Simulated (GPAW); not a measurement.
Set up this calculation in GPAW 26.7.0, as an ASE script.

- Task: relaxation of cell and atoms
- Functional: PBEsol
- Dispersion: D3(BJ)+ATM
- Potentials or basis: PAW data sets generated in the run's folder for this functional
- Cutoff: 600 eV
- Basis: pw
- k mesh: 7 × 7 × 7
- Occupations: fermi-dirac, width 0.05 eV
- Spin: no spin polarisation
- Maxiter: 150
- Optimizer: BFGS
- Fmax: 0.02 eV/Å
- Max steps: 60
- Convergence: density=1e-05 forces=0.0001

BiTe:

```
Bi Te
1.0
     0.00000    3.23500    3.23500
     3.23500    0.00000    3.23500
     3.23500    3.23500    0.00000
Bi Te
1 1
Direct
  0.00000 0.00000 0.00000
  0.50000 0.50000 0.50000
```

These files were run (other wordings do the same):

run.py

```python
from ase import Atoms
from ase.calculators.mixing import SumCalculator
from ase.filters import FrechetCellFilter
from ase.io import write
from ase.optimize import BFGS
from dftd3.ase import DFTD3
from gpaw import GPAW, PW, setup_paths

setup_paths.insert(0, '.')

atoms = Atoms(['Bi', 'Te'],
              cell=[[0.0, 3.235, 3.235],
                    [3.235, 0.0, 3.235],
                    [3.235, 3.235, 0.0]],
              scaled_positions=[[0.0, 0.0, 0.0],
                                [0.5, 0.5, 0.5]],
              pbc=True)

calc = GPAW(mode=PW(600),
            xc='PBEsol',
            kpts={'size': (7, 7, 7), 'gamma': True},
            occupations={'name': 'fermi-dirac', 'width': 0.05},
            nbands=20,
            convergence={'density': 1e-05, 'forces': 0.0001},
            maxiter=150,
            txt='gpaw.txt')
atoms.calc = SumCalculator([calc, DFTD3(damping='d3bj', params_tweaks=dict(method='pbesol', atm=True))])
opt = BFGS(FrechetCellFilter(atoms), trajectory='relax.traj', logfile='-')
done = opt.run(fmax=0.02, steps=60)
calc.write('gs.gpw')
write('result.traj', atoms)
print('Converged:', done)
print('Cell:', atoms.cell.cellpar().round(4))
print('Volume:', round(atoms.get_volume(), 4))
print(atoms.get_scaled_positions().round(5))
```

Potentials or basis: PAW data sets generated in the run's folder for this functional, pw.

Launch:

```sh
$ gpaw-setup -f PBEsol Bi Te
$ OMP_NUM_THREADS=1 python run.py
```

It gave:

The relaxed volume is 31.46 Å³/atom. The relaxed cell is a = 4.464 Å, b = 4.464 Å, c = 4.464 Å, α = 60.00°, β = 60.00°, γ = 60.00°, the space group after relaxing (to 0.05 Å) is Fm-3m (No. 225) and the energy gained by relaxing is 29.2 meV/atom. The ionic steps are 4, the pressure after relaxing is 0.0 GPa and the band gap on the k mesh is none (metal or under the smearing width). The dispersion energy per atom is -0.453 eV.

Caveat: later steps reuse the first step's grids; spin-orbit coupling is left out, which moves the levels of the heavy elements; pairwise dispersion overbinds metals, which lowers pressure and volume.

It took 99 s on 1 thread of Intel(R) Xeon(R) Platinum 8259CL CPU @ 2.50GHz (Skylake/Cascade Lake) (shared host), peak memory 0.23 GiB.
